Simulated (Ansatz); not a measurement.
**CSe (SMILES [C][Se]): levels of theory compared**

We compute a comparison of 6 runs (PBE-QIDH/cc-pVTZ, PBE/cc-pVTZ, PBE0/cc-pVTZ, SVWN5/cc-pVTZ, r2SCAN0/cc-pVTZ, CCSD/cc-pVTZ) of CSe. 

The results are computed with Ansatz 0.2.0.

34 further runs of the same task are left out: 34 set aside as unsound or not needed.

## 1. The structure to begin with

The species is CSe (2 atoms), meant as a singlet with charge 0. As SMILES, `[C][Se]`. The C1–Se2 distance was set to 1.922 Å, away from the relaxed value.

Bond lengths: C1–Se2 1.922 Å.

## 2. A single-point energy at PBE-QIDH/cc-pVTZ (run 1)

Contents of job.yaml:

```yaml
crystal:
  periodic: [false, false, false]
  atoms:
    - symbol: C
      position_ang: [0.000000, 0.000000, -0.259220]
    - symbol: Se
      position_ang: [-0.000000, -0.000000, 1.662780]
basis:
  gaussian:
    orbitals: cc-pVTZ
hamiltonian:
  xc: {name: PBE-QIDH}
correlation:
  frozen_orbitals: {C: 1, Se: 9}
accuracy: high
output: {orbitals: {seedname: orbitals}}
```

The run is started by

```console
$ ansatz run job.yaml --threads 1 --pin off --max-ram 3480MiB --events-out events.jsonl --progress --plain --runs-dir runs
```

The log of the run:

```text
Warning: RAYON_NUM_THREADS=1 ignored (pool sized by the plan → 1); use --threads N
Functional definition: PBE-QIDH
  name "PBE-QIDH"
  parameter a = 3^(-1/3)
  parameter c = 1/3
  exchange = (1 - a)*pbe_x + a*exact_x
  correlation = (1 - c)*pbe_c + c*(mp2_os + mp2_ss)
985 factors; integrals over basis functions are off by at most 4.5e-9 eV
mean field evaluation 1: about -66361.4119 eV, gradient 8.2e0 eV
mean field evaluation 2: about -66361.5093 eV, gradient 8.4e0 eV
mean field evaluation 4: about -66361.8026 eV, gradient 1.6e0 eV
mean field evaluation 8: about -66361.8260 eV, gradient 2.3e-1 eV
mean field evaluation 16: about -66361.8265 eV, gradient 4.2e-5 eV
mean field -66361.82648279 eV, -2438.7521415810 hartree, gradient 3.8e-8 eV, S^2 0.000000; 0 other end points of the search recorded, 0 dependent functions left out; unrestricted orbitals would lower it
10 core orbitals not correlated: weight in the atoms' cores, before any rotation towards them, 1.000 or more for the frozen orbitals, at most 0.000 for the correlated occupied ones
reference -66361.82648340 eV, -2438.7521416035 hartree; 10, 10 occupied and 53, 53 virtual orbitals, 985 factors
second order -12.01652504 eV of doubles, -0.00000000 eV of singles
Total energy: -66365.83199175 eV, -2438.8993413202 hartree
```

Run time: 4.8 s. Hardware: 1 thread of Arm Neoverse V1, shared host; peak memory 0.15 GiB.

## 3. The energy at PBE/cc-pVTZ (run 2)

Contents of in.yaml:

```yaml
crystal:
  periodic: [false, false, false]
  atoms:
    - {symbol: C, position_ang: [0.000000, 0.000000, -0.259220]}
    - {symbol: Se, position_ang: [-0.000000, -0.000000, 1.662780]}
basis:
  gaussian:
    orbitals: cc-pVTZ
hamiltonian:
  xc: pbe
accuracy: high
output: {orbitals: {seedname: orbitals}}
```

The run is started by

```console
$ ansatz run in.yaml --threads 1 --pin off --max-ram 3480MiB --events-out events.jsonl --progress --plain --runs-dir runs
```

The log of the run:

```text
Warning: RAYON_NUM_THREADS=1 ignored (pool sized by the plan → 1); use --threads N
Functional definition: PBE
  name "PBE"
  parameter kappa = 0.804
  parameter beta = 0.06672455060314922
  exchange = pbe_x(kappa = kappa, mu = beta*pi^2/3)
  correlation = pbe_c(beta = beta)
985 factors; integrals over basis functions are off by at most 4.5e-9 eV
mean field evaluation 1: about -66366.2351 eV, gradient 5.5e1 eV
mean field evaluation 2: about -66326.2206 eV, gradient 1.0e2 eV
mean field evaluation 4: about -66373.2857 eV, gradient 9.1e0 eV
mean field evaluation 8: about -66373.4881 eV, gradient 9.6e-1 eV
mean field evaluation 16: about -66373.4908 eV, gradient 8.6e-5 eV
mean field -66373.49082442 eV, -2439.1807982295 hartree, gradient 3.1e-8 eV, S^2 0.000000; 0 other end points of the search recorded, 0 dependent functions left out
reference -66373.49082640 eV, -2439.1807983022 hartree; 20, 20 occupied and 53, 53 virtual orbitals, 985 factors
Total energy: -66373.49082640 eV, -2439.1807983022 hartree
```

Wall time 2.6 s (1 thread of Arm Neoverse V1, shared host); peak memory 0.13 GiB.

Runs 3 to 5 aren't shown in full; the table further down has their settings and results.

## 4. The energy at CCSD/cc-pVTZ (run 6)

Contents of molecule.yaml:

```yaml
crystal:
  periodic: [false, false, false]
  atoms:
    - {symbol: C, position_ang: [0.000000, 0.000000, -0.259220]}
    - {symbol: Se, position_ang: [-0.000000, -0.000000, 1.662780]}
basis:
  gaussian:
    orbitals: cc-pVTZ
correlation:
  method: ccsd
  frozen_orbitals: {C: 1, Se: 9}
accuracy: high
scf:
  omitted_lower_state_checks: [cluster_reference, increment]
```

The run is started by

```console
$ ansatz run molecule.yaml --threads 1 --pin off --max-ram 3480MiB --events-out events.jsonl --progress --plain --runs-dir runs
```

The log of the run:

```text
Warning: RAYON_NUM_THREADS=1 ignored (pool sized by the plan → 1); use --threads N
[... 12 lines left out ...]
10 core orbitals not correlated: weight in the atoms' cores, before any rotation towards them, 1.000 or more for the frozen orbitals, at most 0.000 for the correlated occupied ones
[... 23 lines left out ...]
Total energy: -66341.30553297 eV, -2437.9980105848 hartree
Checks for a lower state left out: cluster_reference, increment
```

It took 3.3 s on 1 thread of Arm Neoverse V1, shared host; peak memory 0.2 GiB.

## 5. The series

| run | level | frozen core orbitals | energy (Eh) | HOMO energy (eV) | LUMO energy (eV) | HOMO–LUMO gap (eV) | wall time |
| --- | --- | --- | --- | --- | --- | --- | --- |
| 1 | PBE-QIDH/cc-pVTZ | 10 | -2438.899341 | -10.00 | -1.45 | 8.55 | 4.8 s |
| 2 | PBE/cc-pVTZ | – | -2439.180798 | -7.52 | -4.21 | 3.31 | 2.6 s |
| 3 | PBE0/cc-pVTZ | – | -2439.241438 | -8.54 | -3.34 | 5.19 | 3.6 s |
| 4 | SVWN5/cc-pVTZ | – | -2435.818610 | -7.64 | -4.41 | 3.22 | 1.8 s |
| 5 | r2SCAN0/cc-pVTZ | – | -2439.520614 | -8.72 | -3.32 | 5.40 | 6.6 s |
| 6 | CCSD/cc-pVTZ | 10 | -2437.998011 | – | – | – | 3.3 s |

## 6. What came out

```
                                           quantity           value
                                run 6: total energy  -2437.99801 Eh
run 6: correlation energy (10 core orbitals frozen)      -372.5 mEh
                               run 6: T1 diagnostic           0.038
```

In words: Over runs 1, 2, 3, 4, 5 the HOMO–LUMO gap runs from 3.22 eV (SVWN5/cc-pVTZ) to 8.55 eV (PBE-QIDH/cc-pVTZ). A double hybrid's value is that of its SCF part. Totals of different functionals can't be ranked against each other. In run 6 the T1 diagnostic is large, so a single reference may not serve. In runs 1, 6 the log says that unrestricted orbitals would lower the reference, so the values rest on an unstable closed-shell determinant (other closed-shell runs at this shape may share the fault). All runs together took 23 s, the longest 6.6 s.
